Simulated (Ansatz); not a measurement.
This script for the Ansatz DFT code, driven from Python starts 5 runs on Ti, space group P6_3/mmc. What input does the engine get in each?

Script `run_push.py`:
```python
import ansatz
import numpy as np

KGRID = (11, 11, 6)
OCCUPATIONS = "fermi_dirac"
WIDTH_EV = 0.05


def main() -> None:
    lattice = ansatz.Lattice.of(
        (2.95, 0.0, 0.0),
        (-1.475, 2.554775, 0.0),
        (0.0, 0.0, 4.68),
    )
    sites = [
        ("Ti", (1 / 3, 2 / 3, 0.25)),
        ("Ti", (2 / 3, 1 / 3, 0.75)),
    ]
    ti = ansatz.Crystal(lattice=lattice)
    for symbol, position in sites:
        ti = ti.atom(symbol, position)

    inverse = np.linalg.inv(np.array(ti.lattice.vectors))
    home = np.array(ti.sites[1].position)
    values = np.linspace(-0.02, 0.02, 5)
    energies, pulls = [], []
    for shift in values:
        moved = ti.move(1, to=home + shift * inverse[1])
        model = moved.calculation()
        model = model.functional(ansatz.Functional.R2SCAN).kpoints(*KGRID, center="gamma")
        model = model.occupations(OCCUPATIONS, width=WIDTH_EV)
        model = model.forces()
        report = model.run().report
        energies.append(report["free_energy_ev"])
        pulls.append(report["forces_ev_ang"][1][1])

    print("shift (A)   dE (eV)   force along y (eV/A)")
    for shift, e, f in zip(values, energies, pulls):
        print(f"{shift:8.3f} {e - energies[2]:10.5f} {f:12.4f}")
    print(f"stiffness from energies {2 * np.polyfit(values, energies, 2)[0]:.3f}, from forces {-np.polyfit(values, pulls, 1)[0]:.3f} eV/A^2")


if __name__ == "__main__":
    main()
```

Run 1:
```yaml
crystal:
  lattice:
    - [2.95, 0.0, 0.0]
    - [-1.475, 2.554775, 0.0]
    - [0.0, 0.0, 4.68]
  atoms:
    - { symbol: Ti, position: [0.3333333333333333, 0.6666666666666666, 0.25] }
    - { symbol: Ti, position: [0.6627524276436607, 0.3255048552873214, 0.75] }
kpoints:
  mp_grid:
    grid: [11, 11, 6]
    shift: [0.0, 0.0, 0.0]
hamiltonian:
  xc: r2scan
scf:
  occupations:
    method: fermi_dirac
    width: 0.05
output:
  forces: true
```

Run 2, against run 1:
```diff
-    - { symbol: Ti, position: [0.6627524276436607, 0.3255048552873214, 0.75] }
+    - { symbol: Ti, position: [0.6647095471551636, 0.3294190943103274, 0.75] }
```

Run 3, against run 1:
```diff
-    - { symbol: Ti, position: [0.6627524276436607, 0.3255048552873214, 0.75] }
+    - { symbol: Ti, position: [0.6666666666666666, 0.3333333333333333, 0.75] }
```

Run 4, against run 1:
```diff
-    - { symbol: Ti, position: [0.6627524276436607, 0.3255048552873214, 0.75] }
+    - { symbol: Ti, position: [0.6686237861781696, 0.33724757235633923, 0.75] }
```

Run 5, against run 1:
```diff
-    - { symbol: Ti, position: [0.6627524276436607, 0.3255048552873214, 0.75] }
+    - { symbol: Ti, position: [0.6705809056896725, 0.3411618113793452, 0.75] }
```

`python run_push.py` gives:
```text
DeckWarning: basis.ecutwfc = 500 eV, auto-derived from the records' recommended cutoffs: set by Ti (their level for a meta-GGA)
shift (A)   dE (eV)   force along y (eV/A)
  -0.020    0.00038       0.0380
  -0.010    0.00009       0.0190
   0.000    0.00000       0.0000
   0.010    0.00009      -0.0189
   0.020    0.00038      -0.0376
stiffness from energies 1.892, from forces 1.891 eV/A^2
```
(Warnings from the package without file and line.)

The curvature of the energy gives 1.892 eV/Å² and the slope of the force 1.891 eV/Å², a positive curvature.

What to keep in mind:
- The run is spin-unpolarised.
- For a metal this k-point mesh is coarse: on a finer one energies can move by several to tens of meV an atom and pressures by half a GPa or more, differences at one mesh by less.
- In a metal a curvature from energy changes of a few meV or less hangs on mesh and smearing, in size and even in sign.
- All periodic images of the atom move with it, so the curvature is one diagonal element of the zone-centre force constants and no normal mode; a positive value doesn't exclude soft modes in which several atoms move.
- Run time: 36 s on 1 thread of Arm Neoverse V1 (shared host), peak memory 0.52 GiB.
